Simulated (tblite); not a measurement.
# C8H13B: the cost of one run

Programs: tblite 0.8.0 and PySCF 2.14.0, with density-fitted response routines of our own. Each step states its level of theory. These are calculated values for one molecule in the gas phase, unless marked as measured. Atoms are numbered from 0 throughout.

**1. Starting geometry**

22 atoms, charge 0, multiplicity 1; geometry from: force field or distance geometry start.

Bonds of the start (Å): B0–C1 1.59, C1–C2 1.45, C2–C3 1.48, C2–C4 1.30, C4–C5 1.30, C5–C6 1.45, C6–C7 1.33, C6–C8 1.50, B0–H9 1.18, B0–H10 1.19, C1–H11 1.14, C1–H12 1.07, C3–H13 1.11, C3–H14 1.13, C3–H15 1.12, C5–H16 1.07, C7–H17 1.08, C7–H18 1.09, C8–H19 1.12, C8–H20 1.10, C8–H21 1.11.

**2. Geometry optimisation with GFN2-xTB**

Job settings and geometry (Å):

```
{"job": {"kind": "relax", "xc": "GFN2-xTB", "basis": "xTB"}, "charge": 0, "multiplicity": 1}
B     -3.365500     0.455100    -0.953000
C     -2.030000    -0.338800    -0.631900
C     -1.117100     0.319300     0.289200
C     -1.393800     0.749500     1.676500
C      0.074600     0.593500    -0.141300
C      1.271300     0.843400    -0.580000
C      2.249300    -0.198400    -0.357900
C      3.489500     0.020100    -0.773200
C      1.933800    -1.496000     0.321700
H     -3.330800     1.291000    -1.791300
H     -4.216000     0.612000    -0.132600
H     -2.415700    -1.263700    -0.084200
H     -1.634700    -0.706400    -1.550300
H     -1.320100     1.855000     1.795800
H     -2.454000     0.457600     1.935800
H     -0.761000     0.225000     2.441900
H      1.433700     1.791400    -1.047400
H      4.228100    -0.752000    -0.624700
H      3.696000     0.968000    -1.261900
H      1.316900    -1.332100     1.242600
H      2.903800    -1.915200     0.632100
H      1.431200    -2.158800    -0.407000
```

Started as:

```bash
> OMP_NUM_THREADS=1 python probes_run.py task.json out
```

One launch serves the whole session: the jobs run in the order shown.

Q: Estimate the wall time and peak memory of this first job on 1 thread of Intel Xeon at 2.50GHz, shared host.

About 4.9 s, with a peak of 0.18 GiB.
